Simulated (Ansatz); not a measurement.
# GaNH₂ (singlet): from a generated start to a stationary point

Where does this start of GaNH₂ (singlet) end when it is relaxed?

Computed with Ansatz 0.2.0, Gaussian basis. Level: RKS PBE0/def2-TZVP.

## 1. The starting structure

4 atoms, charge 0, spin multiplicity 1.

Atoms are counted from 1 here; the program's logs count them from 0.

Bond lengths: N1–Ga2 1.796 Å, Ga2–H3 1.562 Å, Ga2–H4 1.562 Å. Angles: N1–Ga2–H3 119.8°, N1–Ga2–H4 119.8°, H3–Ga2–H4 120.5°.

Geometry (Å):

```mol
GaH2N
  3D, bonds by distance, orders not assigned

  4  3  0  0  0  0  0  0  0  0999 V2000
   -1.5209   -0.0150   -0.0019 N   0  0
    0.2752    0.0027    0.0003 Ga  0  0
    1.0372    1.3665   -0.0015 H   0  0
    1.0640   -1.3457    0.0041 H   0  0
  1  2  8  0
  2  3  8  0
  2  4  8  0
M  END
```

The start was built by rule and, where that kept it together, relaxed with GFN2-xTB. Sticks and bond lists go by distance. No spin-orbit coupling is included. 

## 2. Relaxation

File in.yaml:

```yaml
crystal:
  periodic: [false, false, false]
  atoms:
    - {symbol: N, position_ang: [-1.520922, -0.015028, -0.001887]}
    - {symbol: Ga, position_ang: [0.275164, 0.002719, 0.000341]}
    - {symbol: H, position_ang: [1.037171, 1.366475, -0.001481]}
    - {symbol: H, position_ang: [1.063962, -1.345715, 0.004088]}
basis:
  gaussian: {orbitals: def2-TZVP}
hamiltonian: {xc: pbe0}
relax: {f_tol: 0.004, max_steps: 80}
```

The run is started by

```sh
$ ansatz run in.yaml --threads 1 --pin off --events-out ev --progress --plain --max-ram 2176MiB
```

Q: Predict the outcome of this session. Wanted: energy gained; shift from the start; total energy; dipole moment.

The runs gave:

| quantity | value |
| --- | --- |
| steps | 5 |
| energy gained | 0.010 eV |
| shift from the start (rms) | 0.037 Å |
| total energy | -53887.0214 eV |
| dipole moment | 2.03 D |

The bonds of the start are those of the end. N1–Ga2 went from 1.796 to 1.816 Å. No vibrations were run, so this is a stationary point, not a proven minimum, and this spin need not be the ground state's.
